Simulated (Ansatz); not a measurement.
# AlPNH4OF (SMILES [NH2][Al]([F])[PH]O): HF/def2-SVP

What is the energy change on altering one bond length of AlPNH4OF at HF/def2-SVP? 

Program for the calculation: Ansatz 0.2.0.

147 further runs of the same task are left out: 147 set aside as unsound or not needed.

## 1. Starting point

The species is AlPNH4OF (9 atoms), meant as a singlet with charge 0. SMILES: `[NH2][Al]([F])[PH]O`. Geometry: relaxed at PBE0-D4/def2-TZVP. This is one conformer, not always the lowest.

Bond lengths: N1–Al2 1.755 Å, Al2–F3 1.652 Å, Al2–P4 2.334 Å, P4–O5 1.677 Å, N1–H6 1.007 Å, N1–H7 1.006 Å, P4–H8 1.430 Å, O5–H9 0.960 Å. Angles: N1–Al2–F3 119.8°, N1–Al2–P4 121.0°, F3–Al2–P4 119.0°, Al2–P4–O5 96.2°, Al2–N1–H6 122.5°, Al2–N1–H7 126.3°, Al2–P4–H8 92.8°, O5–P4–H8 100.3°, P4–O5–H9 109.0°, H6–N1–H7 111.1°.

## 2. The energy at HF/def2-SVP

Contents of in.yaml:

```yaml
crystal:
  periodic: [false, false, false]
  atoms:
    - {symbol: N, position_ang: [1.489200, 1.004600, -0.185800]}
    - {symbol: Al, position_ang: [0.882400, -0.572900, 0.285200]}
    - {symbol: F, position_ang: [1.905300, -1.677400, 0.966000]}
    - {symbol: P, position_ang: [-1.322700, -1.196100, -0.158400]}
    - {symbol: O, position_ang: [-1.889900, 0.351100, -0.471500]}
    - {symbol: H, position_ang: [0.893900, 1.722700, -0.565900]}
    - {symbol: H, position_ang: [2.431700, 1.338900, -0.072400]}
    - {symbol: H, position_ang: [-1.643200, -1.310200, 1.230300]}
    - {symbol: H, position_ang: [-2.658100, 0.293000, -1.044600]}
basis:
  gaussian: {orbitals: def2-SVP}
hamiltonian: {xc: hf}
accuracy: high
output: {orbitals: {seedname: orbitals}}
```

The run is started by

```sh
ansatz run in.yaml --threads 1 --pin off --max-ram 3480MiB --events-out events.jsonl --progress --plain --runs-dir runs
```

Output:

```text
Warning: RAYON_NUM_THREADS=1 ignored (pool sized by the plan → 1); use --threads N
Functional definition: HF
  name "HF"
  exchange = exact_x
  correlation = 0
2114 factors; integrals over basis functions are off by at most 6.6e-9 eV
mean field evaluation 1: about -22131.0857 eV, gradient 5.0e1 eV
mean field evaluation 2: about -22131.1891 eV, gradient 5.0e1 eV
mean field evaluation 4: about -22136.2842 eV, gradient 3.1e0 eV
mean field evaluation 8: about -22136.3464 eV, gradient 3.6e-1 eV
mean field evaluation 16: about -22136.3471 eV, gradient 2.1e-8 eV
mean field -22136.34711405 eV, -813.4957518865 hartree, gradient 2.1e-8 eV, S^2 0.000000; 0 other end points of the search recorded, 0 dependent functions left out
reference -22136.34711405 eV, -813.4957518865 hartree; 28, 28 occupied and 70, 70 virtual orbitals, 2114 factors
Total energy: -22136.34711405 eV, -813.4957518865 hartree
```

Wall time 3.6 s (1 thread of Arm Neoverse V1, shared host); peak memory 0.29 GiB.

## 3. The distorted shape, same level

Contents of job.yaml:

```yaml
crystal:
  periodic: [false, false, false]
  atoms:
    - {symbol: "N", position_ang: [1.585351, 1.038830, -0.602416]}
    - {symbol: Al, position_ang: [0.978551, -0.538670, -0.131416]}
    - {symbol: F, position_ang: [2.001451, -1.643170, 0.549384]}
    - {symbol: P, position_ang: [-1.226549, -1.161870, -0.575016]}
    - {symbol: O, position_ang: [-1.793749, 0.385330, -0.888116]}
    - {symbol: H, position_ang: [0.990051, 1.756930, -0.982516]}
    - {symbol: H, position_ang: [2.527851, 1.373130, -0.489016]}
    - {symbol: H, position_ang: [-1.643200, -1.310200, 1.230300]}
    - {symbol: H, position_ang: [-2.561949, 0.327230, -1.461216]}
basis:
  gaussian:
    orbitals: def2-SVP
total_charge: 0
magnetization:
  spin_polarized: false
  initial_magnetization: 0
hamiltonian:
  xc: hf
accuracy: high
output:
  orbitals: {seedname: orbitals}
```

The run is started by

```sh
ansatz run job.yaml --threads 1 --pin off --max-ram 3480MiB --events-out events.jsonl --progress --plain --runs-dir runs
```

Output:

```text
Warning: RAYON_NUM_THREADS=1 ignored (pool sized by the plan → 1); use --threads N
[... 4 set-up lines as earlier in the session ...]
2105 factors; integrals over basis functions are off by at most 8.2e-9 eV
mean field evaluation 1: about -22129.8139 eV, gradient 5.0e1 eV
mean field evaluation 2: about -22129.9194 eV, gradient 5.0e1 eV
mean field evaluation 4: about -22135.1475 eV, gradient 3.2e0 eV
mean field evaluation 8: about -22135.2192 eV, gradient 4.0e-1 eV
mean field evaluation 16: about -22135.2203 eV, gradient 1.8e-8 eV
mean field -22135.22025709 eV, -813.4543406570 hartree, gradient 3.3e-8 eV, S^2 0.000000; 0 other end points of the search recorded, 0 dependent functions left out
reference -22135.22025709 eV, -813.4543406570 hartree; 28, 28 occupied and 70, 70 virtual orbitals, 2105 factors
Total energy: -22135.22025709 eV, -813.4543406570 hartree
```

It took 3.6 s on 1 thread of Arm Neoverse V1, shared host; peak memory 0.29 GiB.

## 4. What came out

At HF/def2-SVP:

| quantity | value |
| --- | --- |
| first shape: total energy | -813.49575 Eh |
| first shape: HOMO energy | -9.43 eV |
| first shape: LUMO energy | 2.79 eV |
| first shape: HOMO–LUMO gap | 12.23 eV |
| distorted shape: total energy | -813.45434 Eh |
| distorted shape: HOMO energy | -9.63 eV |
| distorted shape: LUMO energy | 2.21 eV |
| distorted shape: HOMO–LUMO gap | 11.84 eV |
| energy change with the P4–H8 bond stretched from 1.430 to 1.859 Å | 1.127 eV |

What this shows: With the P4–H8 bond stretched from 1.430 to 1.859 Å the energy rises by 1.13 eV (109 kJ/mol). The first shape isn't relaxed at this level, so the change isn't measured from a minimum.
